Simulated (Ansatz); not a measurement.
BClH₄Si, SMILES B[SiH2]Cl: the interaction energy of a dimer with the counterpoise correction, run with Ansatz's Python interface.

`dimer_bclh4si.py`
```python
"""Interaction energy of two BClH4Si molecules, with the counterpoise correction."""

from dataclasses import dataclass

import ansatz as az


@dataclass
class Options:
    basis_set: str = "def2-SVPD"
    functional: str = "hf"


settings = Options()

FIRST = [
    ("B", (-1.0524, -0.0348, -0.4998)),
    ("Si", (0.5476, -0.1268, 0.4949)),
    ("Cl", (1.7095, 1.5559, 0.0964)),
    ("H", (-1.3816, -0.9335, -1.1136)),
    ("H", (-1.3671, 1.0499, -1.0055)),
    ("H", (0.2443, -0.1729, 1.931)),
    ("H", (1.2994, -1.338, 0.0963)),
]
SECOND = [
    ("B", (-2.2534, 6.5232, -2.9915)),
    ("Si", (-2.0384, 5.3574, -1.5244)),
    ("Cl", (-2.5538, 3.4214, -2.0959)),
    ("H", (-2.8354, 7.4906, -2.8563)),
    ("H", (-2.3718, 6.0299, -4.1202)),
    ("H", (-0.6409, 5.3699, -1.0733)),
    ("H", (-2.93, 5.7896, -0.4247)),
]

def energy(atoms, ghosts=()):
    molecule = az.Crystal.molecule()
    for symbol, xyz in atoms:
        molecule = molecule.atom(symbol, xyz)
    calc = (
        molecule.calculation()
        .basis(gaussian=settings.basis_set)
        .functional(settings.functional)
    )
    deck = calc.input()
    if ghosts:
        deck = deck.set(az.key.basis.gaussian.ghost_atoms, [{"symbol": s, "position_ang": list(xyz)} for s, xyz in ghosts])
    return az.Session.from_dict(deck).plan().execute().report["free_energy_ev"]

# ghost atoms carry the functions of the partner
both = energy(FIRST + SECOND)
alone = energy(FIRST) + energy(SECOND)
ghosted = energy(FIRST, SECOND) + energy(SECOND, FIRST)
print(f"dimer {both:.6f} eV")
print(f"interaction, uncorrected   {96.485332 * (both - alone):8.3f} kJ/mol")
print(f"interaction, counterpoise  {96.485332 * (both - ghosted):8.3f} kJ/mol")
print(f"basis-set superposition    {96.485332 * (alone - ghosted):8.3f} kJ/mol")
```

How large is the interaction at this pose, and how much of it is basis-set superposition?

Uncorrected it is 2.568 kJ/mol, with the counterpoise correction 4.383 kJ/mol; the difference, 1.81 kJ/mol, is the superposition error. In this basis both values are repulsive.

The run itself:

```console
$ python dimer_bclh4si.py
dimer -42188.002866 eV
interaction, uncorrected      2.568 kJ/mol
interaction, counterpoise     4.383 kJ/mol
basis-set superposition       1.815 kJ/mol
```

Notes:
- Total energies depend on the basis set; only differences at equal settings carry meaning.
- The dimer is a generated trial pose of unrelaxed monomers, not a minimum, so the figure is no binding energy, and the basis set is small.
- Hartree-Fock leaves correlation out, so bond, atomisation and ionisation energies come out well too low.
- This level lacks the dispersion part of the attraction (electrostatics and induction are there), which can decide the sign where the interaction is weak.
- Wall time of the script: 5.5 s on 1 thread of AMD EPYC 9R45 96-Core Processor (Zen 5) (shared host), peak memory 0.62 GiB.

(Lines on the test bed's own set-up are left out of the output.)
